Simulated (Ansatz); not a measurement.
# BrFGaHO: basis-set convergence

Aim: see how fast density functionals converge with the basis set for BrFGaHO.

The runs use Ansatz 0.2.0, Gaussian basis; one geometry, several basis sets.

The runs, in order: PBE0-D4/def2-SVP; ωB97M-V/def2-SVP; PBE0-D4/def2-QZVPP; ωB97M-V/def2-QZVPP; the functionals' def2-TZVPP values are taken from earlier runs.

## (1) Structure used throughout

The geometry comes from an earlier relaxation with PBE0-D4 in a triple-zeta def2 set; it is a stationary point.

SMILES `[OH][Ga]([F])[Br]`, 5 atoms, charge 0, spin multiplicity 1.

Atoms are counted from 1 here; the program's logs count them from 0.

Bond lengths: O1–Ga2 1.762 Å, O1–H5 0.961 Å, Ga2–F3 1.734 Å, Ga2–Br4 2.258 Å. Angles: Ga2–O1–H5 113.2°, O1–Ga2–F3 116.6°, O1–Ga2–Br4 124.6°, F3–Ga2–Br4 118.8°.

## (2) PBE0-D4 in def2-SVP

Contents of in.yaml:

```yaml
crystal:
  periodic: [false, false, false]
  atoms:
    - {symbol: O, position_ang: [-0.469523, -1.252700, 0.477333]}
    - {symbol: Ga, position_ang: [0.027095, 0.197341, -0.392339]}
    - {symbol: F, position_ang: [-0.316731, 0.240574, -2.091464]}
    - {symbol: Br, position_ang: [1.064109, 1.966566, 0.551682]}
    - {symbol: H, position_ang: [-0.255050, -1.225380, 1.413387]}
basis:
  gaussian: {orbitals: def2-SVP}
hamiltonian: {xc: pbe0, dispersion: d4}
output: {orbitals: {seedname: orbitals}}
```

Further steps of the session: ωB97M-V in def2-SVP; PBE0-D4 in def2-QZVPP; ωB97M-V in def2-QZVPP.

Q: Predict the results of all the runs planned. Wanted: PBE0-D4: double and triple zeta above quadruple; ωB97M-V: double and triple zeta above quadruple.

**Answer**, as computed:

| quantity | value |
| --- | --- |
| PBE0-D4: double and triple zeta above quadruple | 24.21, 2.91 eV |
| ωB97M-V: double and triple zeta above quadruple | 24.14, 2.80 eV |

For PBE0-D4 the step from double to triple zeta gains 21.30 eV and the next only 2.91 eV. These are total energies; as a rule much of such shifts cancels in differences, which this series doesn't test.
